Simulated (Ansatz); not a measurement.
# CH7ClSiSn: how energies converge with the basis set

An exercise on one series of results from a longer session: the logs are not shown, and one member is left open.

Method: one geometry, several basis sets; program: Ansatz 0.2.0, Gaussian basis.

Plan: PBE0-D4/def2-SVP; ωB97M-V/def2-SVP; PBE0-D4/def2-QZVPP; ωB97M-V/def2-QZVPP; the functionals' def2-TZVPP values are taken from earlier runs.

### Structure used throughout

The geometry comes from an earlier relaxation with PBE0-D4 in a triple-zeta def2 set; it is a stationary point, not always the lowest conformer. Sn takes the def2 core potential; no spin-orbit term is included.

SMILES `[CH3][SnH]([SiH3])[Cl]`, 11 atoms, charge 0, spin multiplicity 1.

Atoms are counted from 1 here; the program's logs count them from 0.

Bond lengths: C1–Sn2 2.134 Å, C1–H5 1.089 Å, C1–H6 1.091 Å, C1–H7 1.090 Å, Sn2–Si3 2.564 Å, Sn2–Cl4 2.354 Å, Sn2–H8 1.711 Å, Si3–H9 1.488 Å, Si3–H10 1.485 Å, Si3–H11 1.484 Å. Angles: Sn2–C1–H5 109.4°, Sn2–C1–H6 110.1°, Sn2–C1–H7 109.0°, H5–C1–H6 109.5°, H5–C1–H7 109.4°, H6–C1–H7 109.5°, C1–Sn2–Si3 115.9°, C1–Sn2–Cl4 104.7°, C1–Sn2–H8 111.3°, Si3–Sn2–Cl4 104.6°, Si3–Sn2–H8 114.3°, Cl4–Sn2–H8 104.5°, Sn2–Si3–H9 109.8°, Sn2–Si3–H10 109.0°, Sn2–Si3–H11 109.7°, H9–Si3–H10 109.1°, H9–Si3–H11 109.4°, H10–Si3–H11 109.9°.

Set-up of the first run:

Contents of in.yaml:

```yaml
crystal:
  periodic: [false, false, false]
  atoms:
    - {symbol: C, position_ang: [-1.073799, 1.647549, -0.269869]}
    - {symbol: Sn, position_ang: [-0.698488, -0.444978, -0.088245]}
    - {symbol: Si, position_ang: [1.686439, -1.098896, 0.588522]}
    - {symbol: Cl, position_ang: [-0.949977, -1.288846, -2.271699]}
    - {symbol: H, position_ang: [-0.344024, 2.088192, -0.947991]}
    - {symbol: H, position_ang: [-0.999265, 2.128128, 0.706352]}
    - {symbol: H, position_ang: [-2.076017, 1.794434, -0.671293]}
    - {symbol: H, position_ang: [-1.925670, -1.221096, 0.816215]}
    - {symbol: H, position_ang: [1.964109, -0.626254, 1.971470]}
    - {symbol: H, position_ang: [2.647487, -0.460316, -0.346356]}
    - {symbol: H, position_ang: [1.834404, -2.574816, 0.533394]}
basis:
  gaussian: {orbitals: def2-SVP}
hamiltonian: {xc: pbe0, dispersion: d4}
output: {orbitals: {seedname: orbitals}}
```

Steps of the session up to this table: PBE0-D4 in def2-SVP; ωB97M-V in def2-SVP; PBE0-D4 in def2-QZVPP; ωB97M-V in def2-QZVPP.

One of the session's tables, all rows but one given; the rest of the session is left out.

It belongs to the step «Density functionals: the series». 

```
functional       basis  HOMO (eV)
   PBE0-D4    def2-SVP          ?
   PBE0-D4  def2-TZVPP      -7.79
   PBE0-D4  def2-QZVPP      -7.81
   ωB97M-V    def2-SVP      -9.70
   ωB97M-V  def2-TZVPP      -9.82
   ωB97M-V  def2-QZVPP      -9.84
```

Q: Estimate the row for PBE0-D4, def2-SVP from the others.

As computed: HOMO (eV): -7.70. In the column «HOMO (eV)» it is the highest.
